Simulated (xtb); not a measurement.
**GFN1-xTB run of C5H10Si (SMILES C[SiH2][C@]12C[C@H]1C2)**

Aim: the electronic atomisation energy of C5H10Si at GFN1-xTB, from 4 runs. 

The results are computed with xtb 6.7.1.

1 further run of the same task is left out (set aside as unsound or not needed).

**1. The molecule**

C5H10Si: 16 atoms, total charge 0, spin state singlet. As SMILES, `C[SiH2][C@]12C[C@H]1C2`. Geometry: relaxed at GFN2-xTB. This is one conformer, not always the lowest.

Some bond lengths: C1–Si2 1.896 Å, Si2–C3 1.863 Å, C3–C4 1.507 Å, C3–C5 1.497 Å, C4–C5 1.487 Å, C3–C6 1.507 Å, C5–C6 1.486 Å, C1–H7 1.086 Å, C1–H8 1.086 Å, C1–H9 1.086 Å, Si2–H10 1.472 Å, Si2–H11 1.468 Å, C4–H12 1.086 Å, C4–H13 1.083 Å, C5–H14 1.069 Å, C6–H15 1.083 Å. Some angles: C1–Si2–C3 107.8°, Si2–C3–C4 132.4°, Si2–C3–C5 133.7°, Si2–C3–C6 132.3°, C4–C3–C5 59.4°, C4–C3–C6 94.8°, C5–C3–C6 59.3°, C3–C4–C5 60.0°, C3–C5–C4 60.7°, C3–C5–C6 60.7°.

**2. Energy and forces at GFN1-xTB**

The input, .CHRG:

```
0
```

The input, .UHF:

```
0
```

The input, start.xyz:

```xyz
16
C5H10Si
C     -0.90026000     0.96053000     2.08850000
Si     0.48592000     1.06996000     0.79908000
C      0.08853000    -0.13149000    -0.56799000
C     -0.35383000    -1.57217000    -0.55915000
C      0.88119000    -1.17734000    -1.28730000
C      0.27156000    -0.06536000    -2.06250000
H     -0.97718000    -0.03996000     2.50490000
H     -0.71999000     1.64582000     2.91092000
H     -1.86458000     1.21015000     1.65600000
H      1.77297000     0.76107000     1.44259000
H      0.55236000     2.41127000     0.20616000
H     -1.23078000    -1.85294000    -1.13446000
H     -0.24657000    -2.12789000     0.36457000
H      1.89248000    -1.51353000    -1.20313000
H      0.92596000     0.70276000    -2.45534000
H     -0.57778000    -0.28088000    -2.70286000
```

Started as:

```sh
$ xtb start.xyz --grad --gfn 1 --json > run.log 2> xtb.err
```

Output:

```text
* xtb version 6.7.1
[...]
          :  # basis functions                  50          :
[...]
          :  # electrons                        34          :
[...]
          :  Hamiltonian                  GFN1-xTB          :
[...]
          :  net charge                          0          :
          :  unpaired electrons                  0          :
[...]
   *** convergence criteria satisfied after 10 iterations ***
[...]
         ::                     SUMMARY                     ::
         :::::::::::::::::::::::::::::::::::::::::::::::::::::
         :: total energy             -17.752785463352 Eh    ::
         :: gradient norm              0.029846376408 Eh/a0 ::
         :: HOMO-LUMO gap              5.806254727719 eV    ::
         ::.................................................::
         :: SCC energy               -18.008125787979 Eh    ::
         :: -> electrostatic           0.002933593013 Eh    ::
         :: repulsion energy           0.261306462789 Eh    ::
         :: dispersion energy         -0.005966138162 Eh    ::
         :: halogen bond corr.         0.000000000000 Eh    ::
         :: add. restraining           0.000000000000 Eh    ::
         :: total charge               0.000000000000 e     ::
         :::::::::::::::::::::::::::::::::::::::::::::::::::::
[...]
        17        2.0000           -0.4126672             -11.2292 (HOMO)
        18                         -0.1992912              -5.4230 (LUMO)
[...]
          | TOTAL ENERGY              -17.752785463352 Eh   |
          | GRADIENT NORM               0.029846376408 Eh/α |
          | HOMO-LUMO GAP               5.806254727719 eV   |
           -------------------------------------------------
[...]
```

Standard error:

```text
normal termination of xtb
```

Wall time 0.05 s (1 thread of Intel Xeon Platinum 8559C (Emerald Rapids), shared host).

**3. The C atom: a single-point energy at GFN1-xTB**

The input, struc.xyz:

```xyz
1
start
C      0.00000000     0.00000000     0.00000000
```

Started as:

```sh
$ xtb struc.xyz --gfn 1 --scc -u 2 > struc.out 2> xtb.err
```

Output:

```text
* xtb version 6.7.1
[...]
          :  # basis functions                   4          :
[...]
          :  # electrons                         4          :
[...]
          :  Hamiltonian                  GFN1-xTB          :
[...]
          :  net charge                          0          :
          :  unpaired electrons                  2          :
[...]
   *** convergence criteria satisfied after 3 iterations ***
[...]
         ::                     SUMMARY                     ::
         :::::::::::::::::::::::::::::::::::::::::::::::::::::
         :: total energy              -1.739321808014 Eh    ::
         :: gradient norm              0.000000000000 Eh/a0 ::
         :: HOMO-LUMO gap              0.000000000000 eV    ::
         ::.................................................::
         :: SCC energy                -1.739321808014 Eh    ::
         :: -> electrostatic           0.000000000000 Eh    ::
         :: repulsion energy           0.000000000000 Eh    ::
         :: dispersion energy          0.000000000000 Eh    ::
         :: halogen bond corr.         0.000000000000 Eh    ::
         :: add. restraining           0.000000000000 Eh    ::
         :: total charge               0.000000000000 e     ::
         :::::::::::::::::::::::::::::::::::::::::::::::::::::
[...]
         3        0.6667           -0.3694331             -10.0528 (HOMO)
         4        0.6667           -0.3694331             -10.0528 (LUMO)
[...]
          | TOTAL ENERGY               -1.739321808014 Eh   |
          | GRADIENT NORM               0.000000000000 Eh/α |
          | HOMO-LUMO GAP               0.000000000000 eV   |
           -------------------------------------------------
[...]
```

Standard error:

```text
normal termination of xtb
```

It took 0.026 s on 1 thread of Intel Xeon Platinum 8559C (Emerald Rapids), shared host.

**4. The H atom: a single-point energy at GFN1-xTB**

The input, mol.xyz:

```xyz
1
start
H      0.00000     0.00000     0.00000
```

Run the same way, it converges to -0.40143 Eh (log not shown).

**5. The Si atom: the energy at GFN1-xTB**

The input, input.xyz:

```xyz
1

Si     0.000000     0.000000     0.000000
```

Run the same way, it converges to -1.62345 Eh (log not shown).

**6. Summary of results**

At GFN1-xTB:

| quantity | value |
| --- | --- |
| molecule: total energy | -17.75279 Eh |
| molecule: dipole moment | 0.70 D |
| molecule: HOMO energy | -11.23 eV |
| molecule: LUMO energy | -5.42 eV |
| molecule: HOMO–LUMO gap | 5.81 eV |
| molecule: dispersion energy | -15.66 kJ/mol |
| molecule: largest force on an atom | 0.882 eV/Å |
| C atom: total energy | -1.73932 Eh |
| C atom: dipole moment | 0.00 D |
| C atom: HOMO energy (partly filled) | -10.05 eV |
| C atom: LUMO energy | -10.05 eV |
| H atom: total energy | -0.40143 Eh |
| H atom: dipole moment | 0.00 D |
| H atom: HOMO energy (partly filled) | -10.92 eV |
| Si atom: total energy | -1.62345 Eh |
| Si atom: dipole moment | 0.00 D |
| Si atom: HOMO energy (partly filled) | -7.56 eV |
| Si atom: LUMO energy | -7.56 eV |
| electronic atomisation energy | 93.020 eV |

The method runs without spin polarisation, so open shells lack the exchange term that lowers high spin: such energies come out too high. The largest force (molecule) is 0.88 eV/Å: the shape isn't a stationary point for this species at this level. Taking the molecule apart into free atoms costs 93.02 eV (2145 kcal/mol), before zero-point energy and without spin-orbit coupling. Tight-binding and semi-empirical models aren't fitted to free atoms, so this value can be far from the true one. Mulliken charges (molecule) run from -0.20 on C1 to +0.21 on Si2.
